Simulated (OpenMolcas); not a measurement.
# Ti³⁺ with 6 ligands (bromide): CASSCF and CASPT2 levels and susceptibility

Which state of Ti³⁺ lies lowest among these ligands, how large is the field, and what χT follows?

The numbers are computed with OpenMolcas 26.06 (state-averaged CASSCF and CASPT2, spin-orbit coupling by RASSI with atomic mean-field integrals), except any that are marked as measured or tabulated.

## (1) The atom as given

```
Species                           : Ti³⁺ (titanium, Z = 22, 19 electrons)
Basis                             : ANO-RCC-VTZP [6s5p3d2f1g], 317 functions with the ligands
Scalar Hamiltonian                : DKH2, point nucleus
Inactive shells                   : 1s 2s 2p 3s 3p of the metal, and all ligand shells
Active space                      : 1 electron in 5 orbitals (3d)
Some configurations of this space : 3d
Orbitals                          : optimised for each spin and parity, averaged over all roots
```

The outer shells:

3d
```
3d [↑ ][  ][  ][  ][  ]
```

Ti³⁺ is taken with 6 ligands (bromide) in octahedron coordination (Oh) at 2.58 Å. A charge of +0.5 e stands 2.8 Å behind each ligand. Ligand basis ANO-RCC-VTZP. The distances are assumed, not relaxed.

```xyz
7

Ti    0.0000    0.0000    0.0000
Br    2.5800    0.0000    0.0000
Br    0.0000    2.5800    0.0000
Br   -2.5800    0.0000    0.0000
Br    0.0000   -2.5800    0.0000
Br    0.0000    0.0000    2.5800
Br    0.0000    0.0000   -2.5800
```

Each step is its own input file, run in one work folder so that later steps find the files of earlier ones. Labels, J, g values, rates, χT and fits are worked out afterwards by a script from the matrices that RASSI stores. The input lists half of the charges; inversion (Group=XYZ) makes the rest.

## (2) GATEWAY and SEWARD: basis and integrals

Contents of a.inp:

```
&GATEWAY
Coord
7

Ti 0.0 0.0 0.0
Br 2.580000 0.000000 0.000000
Br 0.000000 2.580000 0.000000
Br -2.580000 0.000000 0.000000
Br 0.000000 -2.580000 0.000000
Br 0.000000 0.000000 2.580000
Br 0.000000 0.000000 -2.580000
Basis=Ti.ANO-RCC-VTZP,Br.ANO-RCC-VTZP
Group=XYZ
NoMove
AngMom=0.0 0.0 0.0
AMFI
RICD
XField
3 Angstrom 0
5.380000 0.000000 0.000000 0.500000
0.000000 5.380000 0.000000 0.500000
0.000000 0.000000 5.380000 0.500000
&SEWARD
```

Command:

```sh
$ OMP_NUM_THREADS=1 MOLCAS_MEM=3686 MOLCAS_PROJECT=a pymolcas a.inp > a.log
```

## (3) Reference wave functions, doublets of even parity, 5 roots

Contents of a.inp:

```
&RASSCF
FileOrb=start.orb
Symmetry=1
Spin=2
nActEl=1 0 0
Inactive=57 60
Ras2=5 0
CIRoot=5 5 1
SDav=5
CIMx=300
Iter=150 100
PrWF=0.3
OrbListing=Nothing
MaxOrb=0
LevShft=1.0
>>> COPY $Project.JobIph JOB001
```

start.orb holds start orbitals that the driver prepared beforehand, or those of the step before.

## (4) State interaction with spin-orbit coupling

Contents of a.inp:

```
&RASSI
NrOfJobIphs=1 5
1 2 3 4 5
IphNames
JOB001
EJob
SpinOrbit
DIPRint=1.0
SOCoupling=1000.0
Subsets=2
Property=9
'ANGMOM' 1 'ANGMOM' 2 'ANGMOM' 3 'MLTPL  1' 1 'MLTPL  1' 2 'MLTPL  1' 3
'AMFI' 1 'AMFI' 2 'AMFI' 3
SOProperty=3
'ANGMOM' 1 'ANGMOM' 2 'ANGMOM' 3
```

## (5) CASPT2: IPEA 0.25, imaginary shift 0.1 (closed shells correlated: 3s 3p of the metal, with ligand shells; the Frozen line counts the rest)

Contents of a.inp:

```
>>> COPY JOB001 $Project.JobIph
&CASPT2
Multistate=5 1 2 3 4 5
NoMult
Frozen=44 45
IPEA=0.25
Imaginary=0.1
MaxIter=60
WThr=0.0 0.3 0.05
PrWF=0.5
NoMix
```

(Steps that only read results are left out.)

**Question.** What will these runs give? Wanted: spin-free ground state; first state of the same spin within the active space; lowest level; next level.

**Answer**, as computed:

| quantity | value |
| --- | --- |
| method | SS-CASPT2, IPEA 0.25, imaginary shift 0.1 (closed shells correlated: 3s 3p of the metal, with ligand shells; the Frozen line counts the rest) |
| spin-free ground state | 2T2, 3-fold in its orbital part |
| first state of the same spin within the active space | 2E at 11000 cm⁻¹ |
| lowest level | 4-fold Γ8 |
| next level | 257.4 cm⁻¹ |
| χT at 300 K | 0.43 cm³ K/mol |
| effective moment at 300 K | 1.85 μB |

Cost by method:

```
                                              method  time of its own steps  time with the reference
                                           A. CASSCF                3.1 min                  3.1 min
B. SS-CASPT2, IPEA 0.25, imaginary shift 0.1, +3s 3p                2.6 min                  5.7 min
```

Times are of one thread on a shared host.

The spin-free ground state (2T2) is 3-fold and keeps the highest spin of the shell. χT at 300 K is 0.43, against 0.38 cm³ K/mol for the spin alone, so orbital moment adds to it. A ligand-field fit to the states below 45000 cm-1 gives 10Dq = 10993 cm-1, the gap between the two states. CASPT2 does not keep the components of a term degenerate, and the means are used. The bonds are covalent and no ligand orbital is active, so the numbers are rough.
